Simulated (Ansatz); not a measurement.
**ZrCl (doublet): B2PLYP over vertical spin and charge gaps, def2-QZVPP**

How well do these functionals follow the top wave-function level for ZrCl (doublet) over vertical spin and charge gaps?

The runs use Ansatz 0.2.0, Gaussian basis; def2-QZVPP, all electrons in the functionals, frozen cores in the correlation of double hybrids and RPA.

To be run: B2PLYP, at charge 0, doublet; charge 0, quartet; charge 1, singlet; charge 1, triplet.

2 further runs of the same task are left out: 2 set aside as unsound or not needed.

## 1. What is computed

The geometry is a PBE0/def2-TZVP stationary point (not a proven minimum). No spin-orbit coupling is included. Elements past krypton take def2 core potentials.

2 atoms, charge 0, spin multiplicity 2.

Atoms are counted from 1 here; the program's logs count them from 0.

Bond lengths: Zr1–Cl2 2.304 Å.

No dispersion term is added.

The geometry shown and the zero of energy belong to the point charge 0, doublet. The yardstick, UCCSD(T), and other wave-function levels (R restricted, U unrestricted, valence and pair active spaces) come from earlier runs.

## 2. B2PLYP, charge 0, doublet

Contents of in.yaml:

```yaml
crystal:
  periodic: [false, false, false]
  atoms:
    - {symbol: Zr, position_ang: [0.000000, 0.000000, 0.000000]}
    - {symbol: Cl, position_ang: [0.000000, 0.000000, 2.304496]}
basis:
  gaussian: {orbitals: "def2-QZVPP.json"}
magnetization: {spin_polarized: true, initial_magnetization: 1}
hamiltonian: {xc: {name: B2PLYP}}
correlation: {electrons: outside_noble_gas}
```

On the command line:

```console
$ ansatz run in.yaml --threads 2 --pin off --events-out ev --progress --plain --max-ram 23808MiB --backend cuda --devices 0, --max-vram 18GiB
```

The program printed:

```text
Functional definition: B2PLYP
  name "B2PLYP"
  cite "Grimme, J. Chem. Phys. 124, 034108 (2006) doi:10.1063/1.2148954"
  cite "Becke, Phys. Rev. A 38, 3098 (1988) doi:10.1103/PhysRevA.38.3098"
  cite "Lee, Yang & Parr, Phys. Rev. B 37, 785 (1988) doi:10.1103/PhysRevB.37.785"
  parameter a = 0.53
  parameter c = 0.27
  exchange = (1 - a)*b88_x + a*exact_x
  correlation = (1 - c)*lyp_c + c*(mp2_os + mp2_ss)
923 factors; integrals over basis functions are off by at most 3.6e-4 eV
mean field evaluation 1: about -13791.3844 eV, gradient 1.2e1 eV
mean field evaluation 2: about -13791.4324 eV, gradient 1.2e1 eV
mean field evaluation 4: about -13792.4252 eV, gradient 1.5e0 eV
mean field evaluation 8: about -13792.4790 eV, gradient 3.3e-1 eV
mean field evaluation 16: about -13792.5350 eV, gradient 9.4e-2 eV
mean field evaluation 32: about -13792.5349 eV, gradient 5.7e-1 eV
mean field evaluation 64: about -13792.5533 eV, gradient 9.3e-4 eV
mean field evaluation 96: about -13792.5351 eV, gradient 5.6e-3 eV
mean field evaluation 128: about -13792.5219 eV, gradient 3.6e-1 eV
mean field evaluation 160: about -13792.5528 eV, gradient 1.5e-1 eV
mean field evaluation 192: about -13792.5531 eV, gradient 4.0e-2 eV
mean field -13792.55331124 eV, -506.8669852597 hartree, gradient 3.5e-6 eV, S^2 1.327545; 12 other end points of the search recorded, 0 dependent functions left out
9 core orbitals not correlated: weight in the atoms' cores, before any rotation towards them, 0.994 or more for the frozen orbitals, at most 0.005 for the correlated occupied ones
reference -13792.55342545 eV, -506.8669894567 hartree; 6, 5 occupied and 136, 137 virtual orbitals, 923 factors
second order -9.16126199 eV of doubles, -0.00000000 eV of singles
Total energy: -13795.02696619 eV, -506.9578904022 hartree
```

Run time: 26 s. Hardware: 1 × H100 (card shared with other runs) with 2 threads of AMD EPYC 7R13, shared host; peak host memory 0.9 GiB.

From the report: ⟨S²⟩ of the determinant 1.328 (pure doublet: 0.75). The determinant is far from a pure spin state, so its energy mixes those of several spin states (harmless only where they are near-degenerate, as at dissociation).

## 3. B2PLYP, charge 0, quartet

in.yaml, as its differences from that of step 2:

```diff
@@ -7,3 +7,3 @@
   gaussian: {orbitals: "def2-QZVPP.json"}
-magnetization: {spin_polarized: true, initial_magnetization: 1}
+magnetization: {spin_polarized: true, initial_magnetization: 3}
 hamiltonian: {xc: {name: B2PLYP}}
```

Launched as before.

The program printed, cut to the lines that bear on the results:

```text
Functional definition: B2PLYP
  name "B2PLYP"
  cite "Grimme, J. Chem. Phys. 124, 034108 (2006) doi:10.1063/1.2148954"
  cite "Becke, Phys. Rev. A 38, 3098 (1988) doi:10.1103/PhysRevA.38.3098"
  cite "Lee, Yang & Parr, Phys. Rev. B 37, 785 (1988) doi:10.1103/PhysRevB.37.785"
[...]
923 factors; integrals over basis functions are off by at most 3.6e-4 eV
[...]
mean field -13792.69491106 eV, -506.8721889570 hartree, gradient 4.8e-6 eV, S^2 3.753851; 9 other end points of the search recorded, 0 dependent functions left out
9 core orbitals not correlated: weight in the atoms' cores, before any rotation towards them, 0.992 or more for the frozen orbitals, at most 0.007 for the correlated occupied ones
reference -13792.69502847 eV, -506.8721932719 hartree; 7, 4 occupied and 135, 138 virtual orbitals, 923 factors
second order -8.58938762 eV of doubles, -0.00000000 eV of singles
Total energy: -13795.01416313 eV, -506.9574198986 hartree
```

Wall time 12 s (1 × H100 (card shared with other runs) with 2 threads of AMD EPYC 7R13, shared host); peak host memory 0.88 GiB.

From the report: ⟨S²⟩ of the determinant 3.754 (pure quartet: 3.75).

From charge 0, doublet: +1.2 kJ/mol.

## 4. B2PLYP, charge 1, singlet

in.yaml, as its differences from that of step 3:

```diff
@@ -7,3 +7,4 @@
   gaussian: {orbitals: "def2-QZVPP.json"}
-magnetization: {spin_polarized: true, initial_magnetization: 3}
+total_charge: 1
+magnetization: {spin_polarized: true, initial_magnetization: 0}
 hamiltonian: {xc: {name: B2PLYP}}
```

The command is unchanged.

The program printed, cut to the lines that bear on the results:

```text
Functional definition: B2PLYP
  name "B2PLYP"
  cite "Grimme, J. Chem. Phys. 124, 034108 (2006) doi:10.1063/1.2148954"
  cite "Becke, Phys. Rev. A 38, 3098 (1988) doi:10.1103/PhysRevA.38.3098"
  cite "Lee, Yang & Parr, Phys. Rev. B 37, 785 (1988) doi:10.1103/PhysRevB.37.785"
[...]
923 factors; integrals over basis functions are off by at most 3.6e-4 eV
[...]
mean field -13786.10354643 eV, -506.6299607746 hartree, gradient 3.0e-6 eV, S^2 1.001155; 11 other end points of the search recorded, 0 dependent functions left out
9 core orbitals not correlated: weight in the atoms' cores, before any rotation towards them, 0.995 or more for the frozen orbitals, at most 0.004 for the correlated occupied ones
reference -13786.10367477 eV, -506.6299654912 hartree; 5, 5 occupied and 137, 137 virtual orbitals, 923 factors
second order -8.58756295 eV of doubles, -0.00000000 eV of singles
Total energy: -13788.42231677 eV, -506.7151740129 hartree
```

Run time: 12 s. Hardware: 1 × H100 (card shared with other runs) with 2 threads of AMD EPYC 7R13, shared host; peak host memory 0.89 GiB.

From the report: ⟨S²⟩ of the determinant 1.001 (pure singlet: 0.00). The determinant is far from a pure spin state, so its energy mixes those of several spin states (harmless only where they are near-degenerate, as at dissociation).

From charge 0, doublet: +637.3 kJ/mol.

## 5. B2PLYP, charge 1, triplet

in.yaml, as its differences from that of step 4:

```diff
@@ -8,3 +8,3 @@
 total_charge: 1
-magnetization: {spin_polarized: true, initial_magnetization: 0}
+magnetization: {spin_polarized: true, initial_magnetization: 2}
 hamiltonian: {xc: {name: B2PLYP}}
```

The command is unchanged.

The program printed, cut to the lines that bear on the results:

```text
Functional definition: B2PLYP
  name "B2PLYP"
  cite "Grimme, J. Chem. Phys. 124, 034108 (2006) doi:10.1063/1.2148954"
  cite "Becke, Phys. Rev. A 38, 3098 (1988) doi:10.1103/PhysRevA.38.3098"
  cite "Lee, Yang & Parr, Phys. Rev. B 37, 785 (1988) doi:10.1103/PhysRevB.37.785"
[...]
923 factors; integrals over basis functions are off by at most 3.6e-4 eV
[...]
mean field -13786.33614524 eV, -506.6385086233 hartree, gradient 2.7e-6 eV, S^2 2.005350; 9 other end points of the search recorded, 0 dependent functions left out
9 core orbitals not correlated: weight in the atoms' cores, before any rotation towards them, 0.995 or more for the frozen orbitals, at most 0.004 for the correlated occupied ones
reference -13786.33627396 eV, -506.6385133537 hartree; 6, 4 occupied and 136, 138 virtual orbitals, 923 factors
second order -8.47753233 eV of doubles, -0.00000000 eV of singles
Total energy: -13788.62520769 eV, -506.7226301167 hartree
```

It took 4.2 s on 1 × H100 (card shared with other runs) with 2 threads of AMD EPYC 7R13, shared host; peak host memory 0.88 GiB.

From the report: ⟨S²⟩ of the determinant 2.005 (pure triplet: 2.00).

From charge 0, doublet: +617.7 kJ/mol.

## 6. The comparison

No level is safe as a reference over these points; UCCSD(T) serves as a yardstick only. It comes from earlier runs at the same points. Energies in kJ/mol, counted from charge 0, doublet; blanks weren't run or aren't comparable.

```
   level  doublet to quartet  ionisation to the singlet cation  ionisation to the triplet cation
UCCSD(T)                16.4                                                               628.5
  B2PLYP                 1.2                             637.3                             617.7
```

Largest miss and mean time a point (UCCSD(T) took 68 s a point; shared hosts):

```
 level  largest miss (kJ/mol)               where  time a point
B2PLYP                  -15.2  doublet to quartet          13 s
```

## 7. Results

```
                                  quantity                              value
              doublet to quartet, UCCSD(T)                        16.4 kJ/mol
ionisation to the triplet cation, UCCSD(T)                       628.5 kJ/mol
                      largest miss, B2PLYP  -15.2 kJ/mol (doublet to quartet)
```

What this shows: Misses are known at 2 of 3 points at best, and only functionals with that many are ranked. B2PLYP strays by up to 15.2 kJ/mol, at doublet to quartet. B2PLYP clearly breaks the spin symmetry at some points (⟨S²⟩ up to 1.00 above the pure value), so energy there is bought with a mixed spin. Functionals and the yardstick converge differently with the basis, so part of each miss in def2-QZVPP is the basis. The yardstick itself may be off where one determinant is a poor start.
